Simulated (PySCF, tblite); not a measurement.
**C4H15AsSi2: geometry, infrared bands and NMR shifts**

What infrared bands and NMR shifts should C4H15AsSi2 (`CC(C)[AsH]C[SiH2][SiH3]`) show?

Programs: tblite 0.8.0 and PySCF 2.14.0, with density-fitted response routines of our own. Each step states its level of theory. These are calculated values for one molecule in the gas phase, unless marked as measured. Atoms count from 0, in the outputs and in this text.

**1. The starting structure**

22 atoms, charge 0, multiplicity 1; geometry from: force field or distance geometry start.

Bonds of the start (Å): C0–C1 1.53, C1–C2 1.52, C1–As3 1.99, As3–C4 1.96, C4–Si5 1.86, Si5–Si6 2.23, C0–H7 1.10, C0–H8 1.11, C0–H9 1.12, C1–H10 1.10, C2–H11 1.12, C2–H12 1.12, C2–H13 1.11, As3–H14 1.56, C4–H15 1.10, C4–H16 1.11, Si5–H17 1.47, Si5–H18 1.48, Si6–H19 1.47, Si6–H20 1.47, Si6–H21 1.47.

**2. Relaxing the molecule with GFN2-xTB**

What the job is given:

```
{"job": {"kind": "relax", "xc": "GFN2-xTB", "basis": "xTB"}, "charge": 0, "multiplicity": 1}
C     -2.410200    -1.705000     0.608200
C     -1.806000    -0.369000     0.166000
C     -2.651200     0.796300     0.649100
As     0.025800    -0.212700     0.920700
C      0.637100     1.089100    -0.407300
Si     2.476200     1.346200    -0.255700
Si     3.575900    -0.509300    -0.839600
H     -1.789500    -2.540700     0.247600
H     -2.478900    -1.761900     1.717900
H     -3.441900    -1.811700     0.184400
H     -1.744800    -0.359900    -0.935500
H     -3.691800     0.709400     0.234800
H     -2.721500     0.822400     1.765200
H     -2.222600     1.756800     0.288500
H      0.551200    -1.419400     0.089600
H      0.406900     0.729900    -1.425900
H      0.130700     2.064400    -0.240500
H      2.892000     2.433800    -1.146400
H      2.810800     1.706200     1.140700
H      5.028700    -0.266600    -0.764300
H      3.215800    -1.593200     0.092000
H      3.196900    -0.885600    -2.204900
```

Run with:

```
$ OMP_NUM_THREADS=1 python probes_run.py task.json out
```

This one command runs all jobs of the session in turn.

**Question.** This job is followed by: GFN2-xTB harmonic vibrations, gas phase; GIAO PBE0/pcSseg-1 NMR shielding, non-relativistic, gas phase. Predict these results of the whole session: strongest single infrared mode (GFN2-xTB); zero-point energy (GFN2-xTB); ¹³C shifts against TMS (PBE0/pcSseg-1, means over atoms taken as alike); ¹H shifts against TMS (PBE0/pcSseg-1, means over atoms taken as alike); ⁷⁵As shifts against AsH3 (PBE0/pcSseg-1); ²⁹Si shifts against TMS (PBE0/pcSseg-1).

**Answer**, as computed:

| quantity | value |
| --- | --- |
| strongest single infrared mode (GFN2-xTB) | 1859 cm⁻¹, 756 km/mol |
| zero-point energy (GFN2-xTB) | 103.9 kcal/mol |
| ¹³C shifts against TMS (PBE0/pcSseg-1, means over atoms taken as alike) | 37.9, 23.9, 3.4 ppm |
| ¹H shifts against TMS (PBE0/pcSseg-1, means over atoms taken as alike) | 4.28, 3.44, 3.41, 2.12, 1.29, 0.96 ppm |
| ⁷⁵As shifts against AsH3 (PBE0/pcSseg-1) | 507 ppm |
| ²⁹Si shifts against TMS (PBE0/pcSseg-1) | -75.7, -119.6 ppm |

**Reading.** Relaxing lowered the energy by 0.255 eV in 121 steps; the close pair that moved most is Si5–Si6, from 2.235 to 2.315 Å. All 60 modes are real, so the xTB geometry is a minimum. The strongest single mode, at 1859 cm⁻¹, moves mainly H14. Unscaled tight-binding wavenumbers are off by several per cent, some by more. Its intensities can rank the bands wrongly. At PBE0/pcSseg-1: Shielding is most anisotropic at As3 (span 266 ppm, paramagnetic term -1396 ppm). Spin-orbit coupling is left out, which matters for shieldings and couplings at and beside the heavy atoms.
